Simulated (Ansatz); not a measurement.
AlSn:

```
Sn Al
1.0
     4.19811    0.00000    0.00000
    -2.09905    3.63567    0.00000
     0.00000    0.00000    3.30685
Sn Al
1 1
Direct
  0.33333 0.66667 0.50000
  0.00000 0.00000 0.00000
```

The cell comes from a database or a generator and needn't be the stable form of this composition.

- Program: Ansatz 0.2.0
- Task: single point
- Functional: PBE
- Potentials or basis: Ansatz PAW
- Cutoff: 420 eV (not typed: the program's choice for these potentials)
- k mesh: 7 × 7 × 8
- Occupations: fermi-dirac, width 0.05 eV
- Spin: no spin polarisation

On this cell: pressure 0.2 GPa; largest force under 0.003 eV/Å; band gap on the k mesh none (metal or under the smearing width).

The same run follows on a disturbed copy (atoms moved at random, drawn with an rms of 0.05 Å):

```
CELL_PARAMETERS angstrom
4.19811 0.00000 0.00000
-2.09905 3.63567 0.00000
0.00000 0.00000 3.30685
ATOMIC_POSITIONS crystal
Sn 0.33146 0.66059 0.49587
Al 0.00564 0.00428 0.99455
```

What does the disturbed cell give?

The energy (extrapolated to zero smearing) moves by +1.4 meV/atom; pressure 0.3 GPa; largest force 0.148 eV/Å; band gap on the k mesh none (metal or under the smearing width).

Forces on the atoms (eV/Å):
```
Sn   0.033  0.144 -0.007
Al  -0.033 -0.144  0.007
```

Stress tensor (GPa, compression positive):
```
-0.26 -0.11  0.00
-0.11  0.59 -0.01
 0.00 -0.01  0.48
```
